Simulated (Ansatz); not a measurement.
**CH2Ga+ (triplet): wave-function methods side by side, cc-pVTZ**

The task here is to estimate one member of a computed series from the others.

Method: cc-pVTZ, core rule «outside noble gas», up to 15 orbitals frozen; program: Ansatz 0.2.0, Gaussian basis.

The runs, in order: UHF; CCSD(T) on ROHF; CCSD(T) on UHF; BCCD(T) on ROHF; CCSDT(Q) on ROHF; CCSDT(Q) on UHF.

7 further runs of the same task are left out: 5 for a known fault of the program, 2 set aside as unsound or not needed.

## What is computed

The geometry is a PBE0/def2-TZVP stationary point (not a proven minimum) of the parent state, kept for this charge and spin. No spin-orbit coupling is included. The filled d shell of Ga may be among the frozen orbitals whatever the setting's name suggests; the logs give the count.

4 atoms, charge 1, spin multiplicity 3.

Atoms are counted from 1 here; the program's logs count them from 0.

Bond lengths: C1–Ga2 1.974 Å, Ga2–H3 1.564 Å, Ga2–H4 1.566 Å. Angles: C1–Ga2–H3 118.1°, C1–Ga2–H4 117.3°, H3–Ga2–H4 124.6°.

Set-up of the first run:

File in.yaml:

```yaml
crystal:
  periodic: [false, false, false]
  atoms:
    - {symbol: C, position_ang: [0.000000, 0.001437, 1.708594]}
    - {symbol: Ga, position_ang: [0.000000, -0.000051, -0.265616]}
    - {symbol: H, position_ang: [0.000000, 1.379029, -1.003372]}
    - {symbol: H, position_ang: [0.000000, -1.392627, -0.982695]}
basis:
  gaussian: {orbitals: cc-pVTZ}
total_charge: 1
magnetization: {spin_polarized: true, initial_magnetization: 2}
hamiltonian: {xc: hf}
output: {orbitals: {seedname: orbitals}}
```

The run is started by

```console
> ansatz run in.yaml --threads 1 --pin off --events-out ev --progress --plain --max-ram 2816MiB --backend cpu
```

Steps of the session up to this table: UHF; CCSD(T) on ROHF; CCSD(T) on UHF; BCCD(T) on ROHF; CCSDT(Q) on ROHF; CCSDT(Q) on UHF.

One table of the session follows, with a row left open; its other results are not shown here.

It belongs to the step «Misses and costs». 

| method | from UCCSDT(Q) (kJ/mol) |
| --- | --- |
| ROHF | ? |
| UHF | +461.8 |
| RMP2 | +116.2 |
| UMP2 | +114.9 |
| RCCSD | +19.7 |
| UCCSD | +19.3 |
| RCCSD(T) | +5.7 |
| UCCSD(T) | +5.5 |
| BCCD(T) | +5.8 |
| RCCSDT | +1.2 |
| UCCSDT | +0.9 |
| RCCSDT(Q) | +0.5 |
| UCCSDT(Q) | 0 |

**Question.** Estimate the row for ROHF.

**Answer.** from UCCSDT(Q) (kJ/mol): +472.3. In the column «from UCCSDT(Q) (kJ/mol)» it is the highest.

Caveats from the session: Restricted and unrestricted rows rest on different reference determinants; where their highest levels disagree by more than a few hundredths of an eV, they describe different states and don't form one ladder.
